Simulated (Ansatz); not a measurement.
# Molecular dynamics of H₇C₁₆O

The input (input.yaml):

```yaml
accuracy: low
crystal:
  lattice:
    - [5.048742, 0.0, 0.0]
    - [2.524371, 4.372339, 0.0]
    - [0.0, 0.0, 15.776426]
  atoms:
    - { symbol: H, position: [0.1666667, 0.1666667, 0.0633857] }
    - { symbol: H, position: [0.6666667, 0.1666667, 0.0633857] }
    - { symbol: H, position: [0.1666667, 0.6666667, 0.0633857] }
    - { symbol: H, position: [0.6666667, 0.6666667, 0.0633857] }
    - { symbol: C, position: [0.1666667, 0.1666667, 0.13311] }
    - { symbol: C, position: [0.6666667, 0.1666667, 0.13311] }
    - { symbol: C, position: [0.1666667, 0.6666667, 0.13311] }
    - { symbol: C, position: [0.6666667, 0.6666667, 0.13311] }
    - { symbol: C, position: [-0.1666667, 0.3333333, 0.1657717] }
    - { symbol: C, position: [0.3333333, 0.3333333, 0.1657717] }
    - { symbol: C, position: [-0.1666667, 0.8333333, 0.1657717] }
    - { symbol: C, position: [0.3333333, 0.8333333, 0.1657717] }
    - { symbol: C, position: [-0.15075908, 0.33466505, 0.27073733] }
    - { symbol: C, position: [0.33329486, 0.33454709, 0.26963215] }
    - { symbol: C, position: [-0.15541744, 0.83974528, 0.26766137] }
    - { symbol: C, position: [0.32612423, 0.86175957, 0.27226339] }
    - { symbol: C, position: [0.00466181, 0.00853282, 0.29171724] }
    - { symbol: C, position: [0.49715654, 0.02186967, 0.30375857] }
    - { symbol: C, position: [0.01521686, 0.50451095, 0.30143858] }
    - { symbol: C, position: [0.49368177, 0.52507228, 0.29357181] }
    - { symbol: H, position: [0.46151666, 0.0796714, 0.37795006] }
    - { symbol: H, position: [-0.00262653, 0.56284909, 0.36823917] }
    - { symbol: H, position: [0.31656175, 0.71578323, 0.40500994] }
    - { symbol: O, position: [0.50354739, 0.53396844, 0.38676055], spin: 1.0 }
magnetization:
  spin_polarized: true
basis:
  ecutwfc: 420.0
kpoints:
  mp_grid: { grid: [2, 2, 1] }
hamiltonian:
  xc: pbe
  pseudopotentials: { kind: paw, azcp: { folder: soft_1 } }
scf:
  occupations: { method: fermi_dirac, width: 0.05 }
  lower_state_search: "off"
md:
  timestep: 0.5
  n_steps: 190
  ensemble: nvt_nose_hoover
  temperature: 1800.0
  initial_velocities: maxwell_boltzmann
  seed: 463301
  nose_hoover: { tau: 50.0, chain_length: 3 }
  constraints: [{ sites: [0, 1, 2, 3, 4, 5, 6, 7, 8, 9, 10, 11] }]
```

Run as:

```bash
$ ansatz run input.yaml --threads 1 --pin off --max-ram 3072MiB --backend cpu --events-out ev --progress --plain --runs-dir out
```

It goes on from the last frame of an earlier run, with new velocities.

Output, in part (step lines):

```
md step     0: t =     0.00 fs  T =  1800.0 K  F+E_penalty+E_count = -4689.03607154 eV  E_kin = 2.792016 eV  conserved = -4686.24405556 eV  (18 SCF iters)
md step     1: t =     0.50 fs  T =  1807.0 K  F+E_penalty+E_count = -4689.04684408 eV  E_kin = 2.802868 eV  conserved = -4686.24397618 eV  (8 SCF iters)
md step     2: t =     1.00 fs  T =  1801.2 K  F+E_penalty+E_count = -4689.03772373 eV  E_kin = 2.793931 eV  conserved = -4686.24379076 eV  (8 SCF iters)
md step     3: t =     1.50 fs  T =  1784.6 K  F+E_penalty+E_count = -4689.01166357 eV  E_kin = 2.768091 eV  conserved = -4686.24356883 eV  (8 SCF iters)
md step     4: t =     2.00 fs  T =  1759.2 K  F+E_penalty+E_count = -4688.97215079 eV  E_kin = 2.728732 eV  conserved = -4686.24341799 eV  (8 SCF iters)
md step     5: t =     2.50 fs  T =  1726.6 K  F+E_penalty+E_count = -4688.92160488 eV  E_kin = 2.678208 eV  conserved = -4686.24341150 eV  (8 SCF iters)
md step     6: t =     3.00 fs  T =  1687.1 K  F+E_penalty+E_count = -4688.86030396 eV  E_kin = 2.616819 eV  conserved = -4686.24353713 eV  (8 SCF iters)
md step     7: t =     3.50 fs  T =  1639.5 K  F+E_penalty+E_count = -4688.78660005 eV  E_kin = 2.543019 eV  conserved = -4686.24370115 eV  (8 SCF iters)
[... lines left out ...]
md step   190: t =    95.00 fs  T =  1472.6 K  F+E_penalty+E_count = -4686.71609979 eV  E_kin = 2.284229 eV  conserved = -4686.23800641 eV  (8 SCF iters)
```

The steps, from the saved trajectory:

```tsv
time (fs)	T (K)	potential energy less start (eV)	conserved less start (meV/atom)
0	1800	0.000	0.00
3	1687	0.176	0.02
6	1293	0.790	0.10
9	1168	0.987	0.04
12	1223	0.912	0.09
15	1485	0.520	0.03
18	1502	0.514	0.04
21	1392	0.708	0.04
24	1292	0.890	0.10
27	1357	0.817	0.04
30	1255	1.012	0.07
33	1108	1.274	0.05
36	984	1.506	0.11
39	1163	1.271	0.11
42	1571	0.702	0.09
45	1948	0.203	-0.01
48	1869	0.426	0.10
51	1726	0.739	0.08
54	1584	1.045	0.13
57	1589	1.123	0.08
60	1546	1.277	0.14
63	1668	1.174	0.07
66	1675	1.259	0.15
69	1714	1.292	0.11
72	1675	1.444	0.08
75	1402	1.951	0.18
78	1517	1.842	0.15
81	1954	1.250	0.10
84	2128	1.072	0.08
87	1832	1.614	0.20
90	1790	1.738	0.07
93	1534	2.193	0.19
```

All steps were run. The conserved energy stayed within 0.26 meV per atom of its start (net change 0.25 meV per atom), so the integration is sound. A run of 0.095 ps of so small a system gives no equilibrium averages. Limits of this set-up: coarse k mesh, thin slab, slab without dipole correction, low accuracy level.

Mean squared displacements from the first frame to the last: H 0.19 Å², C 0.03 Å², O 0.11 Å².

Last frame:

```xyz
24
Lattice="5.0487 0.0000 0.0000 2.5244 4.3723 0.0000 0.0000 0.0000 15.7764" Properties=species:S:1:pos:R:3
H 1.262 0.729 1.000
H 3.787 0.729 1.000
H 2.524 2.915 1.000
H 5.049 2.915 1.000
C 1.262 0.729 2.100
C 3.787 0.729 2.100
C 2.524 2.915 2.100
C 5.049 2.915 2.100
C 0.000 1.457 2.615
C 2.524 1.457 2.615
C 1.262 3.644 2.615
C 3.787 3.644 2.615
C 0.046 1.414 4.200
C 2.486 1.359 4.430
C 1.308 3.534 4.027
C 3.726 3.433 4.269
C 0.046 -0.148 4.599
C 2.441 -0.069 4.632
C 1.188 2.102 4.638
C 3.693 2.055 4.754
H 2.404 -0.340 5.866
H 0.806 2.055 5.706
H 2.913 2.897 6.265
O 3.590 2.227 6.214
```

Run time: 22 min on 1 thread of Intel(R) Xeon(R) Platinum 8488C (Sapphire Rapids) (shared host), peak memory 0.77 GiB.
